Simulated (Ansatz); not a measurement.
# SnN4H8: up Jacob's ladder to CCSD(T)

One table from this session's results is given with a row withheld; the runs are named, their logs left out.

Program: Ansatz 0.2.0, Gaussian basis. Level of theory: functionals in def2-TZVPP, the program's frozen cores in correlated methods. These are calculated values, not measurements.

Levels to be run: LDA (SPW92), PBE-D4, revPBE-D4, BLYP-D4, r2SCAN-D4, B97M-V, PBE0-D4, B3LYP-D4, r2SCANh-D4, r2SCAN0-D4, HSE06-D4, BHLYP-D4, CAM-B3LYP-D4, LC-ωPBE, ωB97X-V, ωB97M-V, B2PLYP, PBE-QIDH; CCSD(T)/def2-SVP; CCSD(T)/def2-TZVPP; MP2/def2-QZVPP; extrapolation to the limit; RPA on PBE.

## The relaxed structure

An earlier PBE0-D4 in a triple-zeta def2 set relaxation fixed the geometry. Sn takes the def2 core potential; no spin-orbit term is included.

SMILES `[NH2][Sn]([NH2])([NH2])[NH2]`, 13 atoms, charge 0, spin multiplicity 1.

Atoms are counted from 1 here; the program's logs count them from 0.

Bond lengths: N1–Sn2 2.019 Å, N1–H6 1.011 Å, N1–H7 1.011 Å, Sn2–N3 2.019 Å, Sn2–N4 2.019 Å, Sn2–N5 2.019 Å, N3–H8 1.011 Å, N3–H9 1.011 Å, N4–H10 1.011 Å, N4–H11 1.011 Å, N5–H12 1.011 Å, N5–H13 1.011 Å. Angles: Sn2–N1–H6 114.2°, Sn2–N1–H7 114.2°, H6–N1–H7 108.4°, N1–Sn2–N3 102.5°, N1–Sn2–N4 124.5°, N1–Sn2–N5 102.5°, N3–Sn2–N4 102.5°, N3–Sn2–N5 124.5°, N4–Sn2–N5 102.5°, Sn2–N3–H8 114.2°, Sn2–N3–H9 114.2°, H8–N3–H9 108.4°, Sn2–N4–H10 114.2°, Sn2–N4–H11 114.2°, H10–N4–H11 108.4°, Sn2–N5–H12 114.2°, Sn2–N5–H13 114.2°, H12–N5–H13 108.4°.

Set-up of the first run:

Contents of in.yaml:

```yaml
crystal:
  periodic: [false, false, false]
  atoms:
    - {symbol: N, position_ang: [-2.000004, 0.174404, 0.195048]}
    - {symbol: Sn, position_ang: [0.001648, -0.002705, 0.001112]}
    - {symbol: N, position_ang: [0.407227, -1.634272, 1.118723]}
    - {symbol: N, position_ang: [0.949819, -0.412899, -1.733320]}
    - {symbol: N, position_ang: [0.649310, 1.862020, 0.424077]}
    - {symbol: H, position_ang: [-2.401690, 0.935100, -0.336660]}
    - {symbol: H, position_ang: [-2.513161, -0.670108, -0.019855]}
    - {symbol: H, position_ang: [1.390590, -1.863604, 1.175114]}
    - {symbol: H, position_ang: [0.034951, -1.595435, 2.058217]}
    - {symbol: H, position_ang: [0.717170, -1.313889, -2.129285]}
    - {symbol: H, position_ang: [0.826635, 0.290843, -2.449048]}
    - {symbol: H, position_ang: [0.302584, 2.232235, 1.299005]}
    - {symbol: H, position_ang: [1.655422, 1.963610, 0.411771]}
basis:
  gaussian: {orbitals: def2-TZVPP}
hamiltonian: {xc: lda}
output: {orbitals: {seedname: orbitals}}
```

Run with:

```
$ ansatz run in.yaml --threads 2 --pin off --events-out ev --progress --plain --max-ram 32768MiB --backend cuda --devices 0, --max-vram 18GiB
```

Among the steps run: LDA; PBE-D4 (GGA); revPBE-D4 (GGA); BLYP-D4 (GGA); r2SCAN-D4 (meta-GGA); B97M-V (meta-GGA); PBE0-D4 (hybrid); B3LYP-D4 (hybrid); r2SCANh-D4 (hybrid); r2SCAN0-D4 (hybrid); HSE06-D4 (hybrid); BHLYP-D4 (hybrid); CAM-B3LYP-D4 (range-separated); LC-ωPBE (range-separated); ωB97X-V (range-separated); ωB97M-V (range-separated); B2PLYP (double hybrid); PBE-QIDH (double hybrid).

One table of the session follows, with a row left open; its other results are not shown here.

| functional | HOMO (eV) | gap (eV) |
| --- | --- | --- |
| LDA (SPW92) | -5.66 | 4.28 |
| PBE-D4 | -5.48 | 4.31 |
| revPBE-D4 | -5.42 | 4.35 |
| BLYP-D4 | -5.36 | 4.18 |
| r2SCAN-D4 | -5.78 | 5.01 |
| B97M-V | -5.85 | 4.83 |
| PBE0-D4 | -6.90 | 6.63 |
| B3LYP-D4 | -6.66 | 6.03 |
| r2SCANh-D4 | -6.31 | 5.85 |
| r2SCAN0-D4 | ? | ? |
| HSE06-D4 | -6.50 | 5.86 |
| BHLYP-D4 | -8.24 | 8.70 |
| CAM-B3LYP-D4 | -8.33 | 8.91 |
| LC-ωPBE | -9.74 | 11.68 |
| ωB97X-V | -9.35 | 11.03 |
| ωB97M-V | -9.26 | 10.60 |

Estimate the missing values for r2SCAN0-D4.

Worked estimate for «HOMO (eV)». Against the share of exact exchange, r2SCAN-D4 (0, -5.78), r2SCANh-D4 (0.1, -6.31) give a slope of -5.30 per unit share; at 0.25 the line stands at -7.10.

The run gave: HOMO (eV): -7.12; gap (eV): 7.11. In «HOMO (eV)» the line misses by +0.02.

To keep in mind: All levels share the lack of spin-orbit coupling, which lowers the free heavy atoms and so the true binding.
